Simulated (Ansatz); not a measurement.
Turn this script for Ansatz 0.2.0 through its Python package into the input file that the command-line program reads.

Script `bands.py`:
```python
"""Band structure of LiAlAu."""

from collections import Counter
import json

import ansatz as az
from ase import Atoms
import numpy as np

atoms = Atoms(
    ["Li", "Li", "Al", "Al", "Au", "Au"],
    scaled_positions=[
        (1 / 3, 2 / 3, 0.75),
        (2 / 3, 1 / 3, 0.25),
        (1 / 3, 2 / 3, 0.25),
        (2 / 3, 1 / 3, 0.75),
        (0.0, 0.0, 0.0),
        (0.0, 0.0, 0.5),
    ],
    cell=[
        (4.367832, 0.0, 0.0),
        (-2.183916, 3.782654, 0.0),
        (0.0, 0.0, 5.539757),
    ],
    pbc=True,
)
xtal = az.Crystal.from_ase(atoms)

# vertices of the path, as fractions of the reciprocal vectors
path = [
    ("G", (0.0, 0.0, 0.0)),
    ("M", (0.5, 0.0, 0.0)),
    ("K", (0.33333, 0.33333, 0.0)),
    ("G", (0.0, 0.0, 0.0)),
    ("A", (0.0, 0.0, 0.5)),
    ("L", (0.5, 0.0, 0.5)),
    ("H", (0.33333, 0.33333, 0.5)),
    ("A", (0.0, 0.0, 0.5)),
]
job = xtal.calculation()
job = job.functional("PBEsol")
job = job.basis(39 * az.Ry, density_ratio=6)
job = job.kpoints(length=12)
job = job.occupations("fermi_dirac")
job = job.scf(tolerance=1e-09)
job = job.band_structure([point for _, point in path], intervals=10)
job = job.scf(extra_bands=10)
res = job.run(events_out="events.ndjson")
report = res.report
with open("events.ndjson") as stream:
    kinds = Counter(json.loads(line)["event"] for line in stream)
print("events:", {kind: kinds[kind] for kind in ("scf_iter", "scf_done", "notice", "finished")})

for key in ("converged", "n_iterations", "n_electrons", "n_kpoints", "n_pw", "n_symmetry_ops", "free_energy_ev", "fermi_energy_ev"):
    print(f"{key:18s} {report[key]}")

bands = res.band_structure()
fermi = bands.fermi_energy_ev
print(f"zero of the bands: {fermi:.3f} eV, the Fermi level found on the SCF mesh")
for spin, channel in enumerate(bands.channels):
    levels = channel.eigenvalues_ev - fermi
    crossing = [b for b in range(levels.shape[1]) if levels[:, b].min() < 0 < levels[:, b].max()]
    print(f"channel {spin}: bands that cross the Fermi level on this path:", [b + 1 for b in crossing] or "none")
    shown = crossing or sorted(np.argsort(np.abs(levels).min(axis=0))[:2])
    for k, row in zip(bands.kpoints_frac, levels[:, shown]):
        print(f"{k[0]:7.3f} {k[1]:7.3f} {k[2]:7.3f}  ", " ".join(f"{e:8.3f}" for e in row))
```

`python bands.py` gives:
```text
events: {'scf_iter': 7, 'scf_done': 1, 'notice': 2, 'finished': 1}
converged          True
n_iterations       7
n_electrons        50.0
n_kpoints          6
n_pw               2523
n_symmetry_ops     24
free_energy_ev     -27471.365337544135
fermi_energy_ev    11.918457613417138
zero of the bands: 11.918 eV, the Fermi level found on the SCF mesh
channel 0: bands that cross the Fermi level on this path: [23, 24, 25, 26, 27]
  0.000   0.000   0.000     -1.446    0.361    0.361    2.037    2.037
  0.050   0.000   0.000     -1.453    0.022    0.199    2.009    2.205
  0.100   0.000   0.000     -1.475   -0.677   -0.165    1.837    2.550
  0.150  -0.000   0.000     -1.513   -1.449   -0.587    1.581    2.828
  0.200   0.000   0.000     -2.193   -1.572   -1.011    1.287    2.480
  0.250   0.000   0.000     -2.817   -1.659   -1.412    0.968    1.788
  0.300  -0.000   0.000     -3.036   -1.785   -1.776    0.636    1.152
  0.350  -0.000   0.000     -2.843   -2.087   -1.962    0.304    0.634
  0.400   0.000   0.000     -2.576   -2.329   -2.178   -0.002    0.267
  0.450   0.000   0.000     -2.486   -2.380   -2.358   -0.236    0.056
  0.500   0.000   0.000     -2.540   -2.467   -2.270   -0.328   -0.011
  0.483   0.033   0.000     -2.598   -2.450   -2.263   -0.269   -0.014
  0.467   0.067   0.000     -2.752   -2.400   -2.242   -0.111   -0.024
  0.450   0.100   0.000     -2.966   -2.319   -2.209   -0.044    0.109
  0.433   0.133   0.000     -3.210   -2.209   -2.166   -0.079    0.355
  0.417   0.167   0.000     -3.463   -2.116   -2.073   -0.138    0.602
  0.400   0.200   0.000     -3.711   -2.063   -1.913   -0.237    0.833
  0.383   0.233   0.000     -3.945   -2.012   -1.732   -0.390    0.878
  0.367   0.267   0.000     -4.160   -1.968   -1.533   -0.598    0.735
  0.350   0.300   0.000     -4.305   -1.938   -1.316   -0.839    0.665
  0.333   0.333   0.000     -4.309   -1.927   -1.084   -1.084    0.645
  0.300   0.300   0.000     -4.187   -1.976   -1.507   -0.578    0.707
  0.267   0.267   0.000     -3.834   -2.112   -1.764   -0.022    0.879
  0.233   0.233   0.000     -3.531   -2.254   -1.841    0.575    1.166
  0.200   0.200   0.000     -3.431   -2.215   -1.795    1.203    1.589
  0.167   0.167   0.000     -3.427   -1.897   -1.702    1.848    1.895
  0.133   0.133   0.000     -2.635   -1.609   -1.423    2.010    2.061
  0.100   0.100   0.000     -1.781   -1.535   -0.885    2.062    2.164
  0.067   0.067   0.000     -1.485   -0.897   -0.335    2.066    2.235
  0.033   0.033   0.000     -1.456   -0.070    0.145    2.049    2.183
  0.000   0.000   0.000     -1.446    0.361    0.361    2.037    2.037
  0.000   0.000   0.050     -1.430    0.393    0.393    2.040    2.040
  0.000   0.000   0.100     -1.375    0.484    0.484    2.049    2.049
  0.000   0.000   0.150     -1.270    0.630    0.630    2.064    2.064
  0.000   0.000   0.200     -1.102    0.823    0.823    2.085    2.085
  0.000   0.000   0.250     -0.867    1.054    1.054    2.110    2.110
  0.000   0.000   0.300     -0.569    1.313    1.313    2.140    2.140
  0.000   0.000   0.350     -0.221    1.588    1.588    2.034    2.171
  0.000   0.000   0.400      0.164    1.721    1.857    1.857    2.199
  0.000   0.000   0.450      0.569    1.365    2.077    2.077    2.214
  0.000   0.000   0.500      0.975    0.975    2.190    2.190    2.190
  0.050   0.000   0.500      0.926    0.926    1.869    1.869    1.955
  0.100   0.000   0.500      0.624    0.624    1.471    1.471    1.555
  0.150  -0.000   0.500     -0.026   -0.026    1.153    1.153    1.384
  0.200   0.000   0.500     -0.771   -0.771    0.776    0.776    1.418
  0.250   0.000   0.500     -1.506   -1.506    0.435    0.435    1.486
  0.300  -0.000   0.500     -2.198   -2.198    0.140    0.140    1.562
  0.350  -0.000   0.500     -2.829   -2.829   -0.103   -0.103    1.633
  0.400   0.000   0.500     -3.374   -3.374   -0.284   -0.284    1.689
  0.450   0.000   0.500     -3.789   -3.789   -0.397   -0.397    1.725
  0.500   0.000   0.500     -3.962   -3.962   -0.435   -0.435    1.738
  0.483   0.033   0.500     -3.951   -3.951   -0.505   -0.505    1.819
  0.467   0.067   0.500     -3.918   -3.918   -0.688   -0.688    2.037
  0.450   0.100   0.500     -3.865   -3.865   -0.934   -0.934    2.341
  0.433   0.133   0.500     -3.797   -3.797   -1.205   -1.205    2.692
  0.417   0.167   0.500     -3.717   -3.717   -1.477   -1.477    3.064
  0.400   0.200   0.500     -3.631   -3.631   -1.734   -1.734    3.438
  0.383   0.233   0.500     -3.548   -3.548   -1.961   -1.961    3.793
  0.367   0.267   0.500     -3.476   -3.476   -2.142   -2.142    4.108
  0.350   0.300   0.500     -3.430   -3.430   -2.259   -2.259    4.340
  0.333   0.333   0.500     -3.415   -3.415   -2.298   -2.298    4.421
  0.300   0.300   0.500     -3.428   -3.428   -2.167   -2.167    4.228
  0.267   0.267   0.500     -3.327   -3.327   -1.867   -1.867    3.819
  0.233   0.233   0.500     -2.999   -2.999   -1.481   -1.481    3.351
  0.200   0.200   0.500     -2.472   -2.472   -1.042   -1.042    2.893
  0.167   0.167   0.500     -1.806   -1.806   -0.562   -0.562    2.475
  0.133   0.133   0.500     -1.048   -1.048   -0.048   -0.048    2.120
  0.100   0.100   0.500     -0.240   -0.240    0.494    0.494    1.854
  0.067   0.067   0.500      0.509    0.509    1.075    1.075    1.747
  0.033   0.033   0.500      0.906    0.906    1.756    1.756    1.934
  0.000   0.000   0.500      0.975    0.975    2.190    2.190    2.190
```

`input.yaml`:
```yaml
crystal:
  lattice:
    - [4.367832, 0.0, 0.0]
    - [-2.183916, 3.782654, 0.0]
    - [0.0, 0.0, 5.539757]
  atoms:
    - { symbol: Li, position: [0.3333333333333, 0.6666666666667, 0.75] }
    - { symbol: Li, position: [0.6666666666667, 0.3333333333333, 0.25] }
    - { symbol: Al, position: [0.3333333333333, 0.6666666666667, 0.25] }
    - { symbol: Al, position: [0.6666666666667, 0.3333333333333, 0.75] }
    - { symbol: Au, position: [0.0, 0.0, 0.0] }
    - { symbol: Au, position: [0.0, 0.0, 0.5] }
basis:
  ecutwfc: 530.6220317968
  ecutrho_ratio: 6
kpoints:
  mp_grid: { grid: [3, 3, 2] }
  band_path:
    path:
      - [0.0, 0.0, 0.0]
      - [0.5, 0.0, 0.0]
      - [0.33333, 0.33333, 0.0]
      - [0.0, 0.0, 0.0]
      - [0.0, 0.0, 0.5]
      - [0.5, 0.0, 0.5]
      - [0.33333, 0.33333, 0.5]
      - [0.0, 0.0, 0.5]
    npoints: 10
hamiltonian:
  xc: pbesol
scf:
  n_extra_bands: 10
  convergence: { dr2_threshold: 1.0e-09 }
  occupations: { method: fermi_dirac }
```

On the command line:
```console
$ ansatz run input.yaml --threads 1 --pin off --max-ram 3072MiB --backend cpu --events-out ev --progress --plain --runs-dir out
scf.n_extra_bands = 10 over 25 filled bands (N_el = 50.0): the run solves 35 bands
Engine: ansatz 0.2.0, x86_64-unknown-linux-gnu
Pseudopotentials: kind: paw
Pseudopotential: Li, paw, valence charge 3, recommended cutoff 420 eV (normal), Li.paw.azcp
Pseudopotential: Al, paw, valence charge 3, recommended cutoff 420 eV (normal), Al.paw.azcp
Pseudopotential: Au, paw, valence charge 19, recommended cutoff 420 eV (normal), Au.paw.azcp
Functional definition: PBEsol
  exchange = pbesol_x
  correlation = pbesol_c
Crystal: 6 atoms, lattice volume = 91.528 Å³
Basis set: ecut = 530.6220317968 eV, 2523 PW (Γ)
Bands: 35, of which v1, the nominal top of the filled ones, is band 25 counted from 1 (24 counted from 0)
Symmetry: 24 space group operations
Space group: P63/mmc (ITA 194), of the structure as read, at distance tolerance 4.5e-5 Å
k-points: 6 of 18
Non-local potential: Li, projectors of the file, l = 0: 3, l = 1: 2, l = 2: 1
Non-local potential: Al, projectors of the file, l = 0: 2, l = 1: 2, l = 2: 1
Non-local potential: Au, projectors of the file, l = 0: 3, l = 1: 2, l = 2: 2, l = 3: 1
PAW form: soft (Blöchl's): semilocal exchange-correlation on the pseudo side does not see the compensation charge
PAW frozen core: Al, regenerated for the run's functional, and the local potential with it (the file was generated under x = pbe(κ = 0.804, μ = 0.2195149727645171), c = pbe(β = 0.06672455060314922))
PAW frozen core: Au, regenerated for the run's functional, and the local potential with it (the file was generated under x = pbe(κ = 0.804, μ = 0.2195149727645171), c = pbe(β = 0.06672455060314922))
PAW one-centre angular grid: Li, 110 points (default); XC on 64 Gauss nodes
PAW one-centre angular grid: Al, 110 points (default); XC on 64 Gauss nodes
PAW one-centre angular grid: Au, 590 points (default); XC on 64 Gauss nodes
Initial density: superposition of atomic densities (neutral atoms: chi_scale 0, normalization atom), corrected by the library's trained network
Initial wavefunctions: pseudopotential atomic-orbital guess
Functional: x = pbesol(κ = 0.804, μ = 0.12345679012345678), c = pbesol(β = 0.046)
SCF iter   1: F=—  HF=-27471.369655 eV  |F-HF|=—  |Δ(HF+E_count)|=         —  Δρ=3.30e-3  dr2=1.19e-2  ethr=1.77e-3  ⟨swp⟩=7.0  Hψ=952  notcnv=0  defer=6
preconditioner: auto → Resta (q_TF=auto, 2.467 Å⁻¹)  ε∞=6.0  [insulator: Δε(μ)=0.395 eV  Ē_g=9.535 eV  σ=0.100 eV  W_gap=0.55  n_scr=22 (ndim 8)  ℏωp=21.3 eV  f_vac=0.000  D(μ)=3.41/eV (n_scr^D=22)  ε∞_Penn≈6.0]
SCF iter   2: F=—  HF=-27471.367073 eV  |F-HF|=—  |Δ(HF+E_count)|=   2.58e-3  Δρ=1.90e-3  dr2=4.40e-3  ethr=2.38e-5  ⟨swp⟩=1.3  Hψ=282  notcnv=0  defer=6
SCF iter   3: F=—  HF=-27471.365432 eV  |F-HF|=—  |Δ(HF+E_count)|=   1.64e-3  Δρ=4.33e-4  dr2=2.96e-4  ethr=8.80e-6  ⟨swp⟩=2.5  Hψ=285  notcnv=0  defer=6
SCF iter   4: F=—  HF=-27471.365336 eV  |F-HF|=—  |Δ(HF+E_count)|=   9.61e-5  Δρ=1.80e-4  dr2=3.26e-5  ethr=5.91e-7  ⟨swp⟩=2.0  Hψ=286  notcnv=0  defer=6
SCF iter   5: F=—  HF=-27471.365310 eV  |F-HF|=—  |Δ(HF+E_count)|=   2.57e-5  Δρ=2.88e-5  dr2=9.84e-7  ethr=6.52e-8  ⟨swp⟩=2.8  Hψ=354  notcnv=0  defer=6
SCF iter   6: F=—  HF=-27471.365338 eV  |F-HF|=—  |Δ(HF+E_count)|=   2.71e-5  Δρ=7.47e-6  dr2=5.41e-8  ethr=1.97e-9  ⟨swp⟩=2.2  Hψ=282  notcnv=0  defer=6
SCF iter   7: F=-27471.365338 eV  HF=-27471.365338 eV  |F-HF|=2.47e-10  |Δ(HF+E_count)|=   7.55e-9  Δρ=8.65e-7  dr2=7.12e-10  ethr=2.00e-12  ⟨swp⟩=7.3  Hψ=771  notcnv=0
SCF 1 converged in 7 iterations: F = -27471.365338 eV  dr2 = 7.12e-10
  greatest PAW one-centre occupation: 1.001 electrons in one spin orbital (limit 2), on the Au atom at site 5 (counted from 0), in its partial waves of l = 0
NSCF: frozen V_eff on 71 k-points
SCF converged after 7 iterations
Free energy (F): -27471.365338 eV
Harris-Foulkes:  -27471.365338 eV  (|F-HF|=2.47e-10)
Internal energy: -27471.265637 eV  (E = F + TS)
E sigma→0 (E₀):  -27471.315488 eV
Entropy (-TS):   -0.099700 eV (-16.617 meV/atom)
Fermi energy:    11.918458 eV
--- Per-component energies (eV) ---
  E_band       = -870.368796
  E_kinetic    = 1294.985852
  E_local      = -5850.476017  (includes V_loc(G=0)·N_el)
  E_nonlocal   = 103.760847
  E_hartree    = 2485.363087
  E_xc         = -553.913030
  E_vxc        = -636.187337  (∫ρ·V_xc dr)
  E_paw        = -20076.603222  (= ΣΔE_a)
  E_vpaw       = -753.179267  (= ΣTr[D̂ρ^β])
  E_aug_tail   = -0.000091  (compensation charges beyond the density's cutoff)
  E_ewald      = -4875.040299
  E_core_change = 0.657236  (= ΣΔE_core)
  E_smearing   = -0.099700  (= −TS)
  E_closure    = -0.000000  (closes the sum)
  Σ components = -27471.365338   (vs F -27471.365338, Δ=0.00e0)
--- Band table (eV; the first three rows and the last of 6) ---
  k-point 0: bands = ["-95.0196", "-95.0121", "-46.4883", "-46.3711", "-46.3711", "-46.3547", "-46.3547", "-46.3044", "-33.8809", "-33.8785", "1.9359", "4.7935", "5.3680", "5.3680", "5.3686", "5.8319", "5.8319", "6.6000", "6.6000", "7.1142", "7.6639", "7.6639", "10.4720", "12.2798", "12.2798", "13.9552", "13.9552", "14.6679", "14.8969", "14.8969", "15.2154", "15.5438", "18.2926", "18.2926", "19.7267"]
  k-point 1: bands = ["-95.0159", "-95.0159", "-46.3969", "-46.3969", "-46.3629", "-46.3629", "-46.3629", "-46.3629", "-33.8797", "-33.8797", "3.2145", "3.2145", "6.0941", "6.0941", "6.0941", "6.0941", "6.0957", "6.0957", "6.3953", "6.3953", "6.3953", "6.3953", "12.8937", "12.8937", "14.1087", "14.1087", "14.1087", "14.1087", "14.8822", "14.8822", "14.8822", "14.8822", "15.4010", "15.4010", "17.3074"]
  k-point 2: bands = ["-95.0196", "-95.0121", "-46.4883", "-46.3715", "-46.3712", "-46.3550", "-46.3548", "-46.3044", "-33.8801", "-33.8789", "2.8729", "4.6332", "4.8998", "5.2746", "5.6256", "6.1316", "6.2930", "6.7629", "6.8442", "7.6050", "7.6186", "7.6503", "8.9929", "9.9288", "10.0212", "12.3317", "12.7090", "15.0791", "15.2474", "15.7186", "16.1335", "16.3150", "17.7598", "18.6035", "21.1472"]
  k-point 5: bands = ["-95.0159", "-95.0159", "-46.3968", "-46.3968", "-46.3633", "-46.3633", "-46.3633", "-46.3633", "-33.8794", "-33.8794", "4.7033", "4.7033", "5.8337", "5.8337", "5.9166", "5.9166", "6.3715", "6.3715", "6.5582", "6.5582", "6.6521", "6.6521", "8.5034", "8.5034", "9.6202", "9.6202", "16.3395", "16.3395", "16.7325", "16.7325", "16.8700", "16.8700", "18.6922", "18.6922", "18.7461"]
```

What to keep in mind:
- These settings explore the input space; cutoff and mesh may be short of convergence.
- The computed bands are complete only to about 5.4 eV above the Fermi level.
- For a metal this mesh is far too coarse, so the numbers only illustrate the procedure.
- An absolute Fermi energy rests on an arbitrary zero of the periodic potential and has no direct meaning.
- Spin-orbit coupling, which matters for elements this heavy, is left out.
- This cell is a computed structure, which may not be the phase found in nature.
- Levels are Kohn-Sham eigenvalues on this mesh, without spin-orbit coupling.
- Timing: 8.3 s on 1 thread of Intel(R) Xeon(R) Platinum 8259CL CPU @ 2.50GHz (Skylake/Cascade Lake), on a shared host, peak memory 0.55 GiB.

(Lines on the test bed's own set-up are left out of the output.)
